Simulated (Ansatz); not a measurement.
# LuSeO3F: the cost of one run

All numbers below are computed with Ansatz 0.2.0 (DFT PBEsol, plane waves, PAW, scalar-relativistic, no spin polarisation).

## Step 1: Starting point

The cell holds 24 atoms (F4Lu4O12Se4): a = 8.153 Å, b = 8.153 Å, c = 6.528 Å, α = 92.78°, β = 87.22°, γ = 63.66°.

The coordinates stand in the first input below.

## Step 2: Run 1

110 steps of 1 fs under a Nosé-Hoover thermostat at 900 K.

Contents of input.yaml:

```yaml
crystal:
  lattice:
    - [-4.299401, -6.926747, 0.0]
    - [4.299401, -6.926747, 0.0]
    - [-0.601424, 0.0, 6.500459]
  atoms:
    - { symbol: Lu, position: [0.1067415, 0.6432585, 0.630593] }
    - { symbol: Lu, position: [0.8932585, 0.3567415, 0.369407] }
    - { symbol: Se, position: [0.7857055, 0.4642945, 0.852008] }
    - { symbol: Se, position: [0.2142945, 0.5357055, 0.147992] }
    - { symbol: O, position: [0.0812425, 0.6687575, 0.972185] }
    - { symbol: O, position: [0.9187575, 0.3312425, 0.027815] }
    - { symbol: O, position: [0.9409965, 0.4873305, 0.675996] }
    - { symbol: O, position: [0.2373305, 0.6909965, 0.324004] }
    - { symbol: O, position: [0.0590035, 0.5126695, 0.324004] }
    - { symbol: O, position: [0.7626695, 0.3090035, 0.675996] }
    - { symbol: F, position: [0.356575, 0.393425, 0.641314] }
    - { symbol: F, position: [0.643425, 0.606575, 0.358686] }
    - { symbol: Lu, position: [0.6067415, 0.1432585, 0.630593] }
    - { symbol: Lu, position: [0.3932585, 0.8567415, 0.369407] }
    - { symbol: Se, position: [0.2857055, 0.9642945, 0.852008] }
    - { symbol: Se, position: [0.7142945, 0.0357055, 0.147992] }
    - { symbol: O, position: [0.5812425, 0.1687575, 0.972185] }
    - { symbol: O, position: [0.4187575, 0.8312425, 0.027815] }
    - { symbol: O, position: [0.4409965, 0.9873305, 0.675996] }
    - { symbol: O, position: [0.7373305, 0.1909965, 0.324004] }
    - { symbol: O, position: [0.5590035, 0.0126695, 0.324004] }
    - { symbol: O, position: [0.2626695, 0.8090035, 0.675996] }
    - { symbol: F, position: [0.856575, 0.893425, 0.641314] }
    - { symbol: F, position: [0.143425, 0.106575, 0.358686] }
basis:
  ecutwfc: 420.0
kpoints:
  mp_grid: { grid: [1, 1, 2] }
hamiltonian:
  xc: pbesol
scf:
  occupations: { method: fermi_dirac, width: 0.05 }
  lower_state_search: "off"
md:
  timestep: 1
  n_steps: 110
  ensemble: nvt_nose_hoover
  temperature: 900.0
  initial_velocities: maxwell_boltzmann
  seed: 764784
  nose_hoover: { tau: 50.0, chain_length: 5 }
```

The run is started by

```sh
> ansatz run input.yaml --threads 1 --pin off --max-ram 3072MiB --backend cpu --events-out ev --progress --plain --runs-dir out
```

**Question.** How long does this run take on 1 thread of Arm Neoverse V1, shared host, and how much memory does it need?

About 16 min, with a peak of 0.8 GiB.
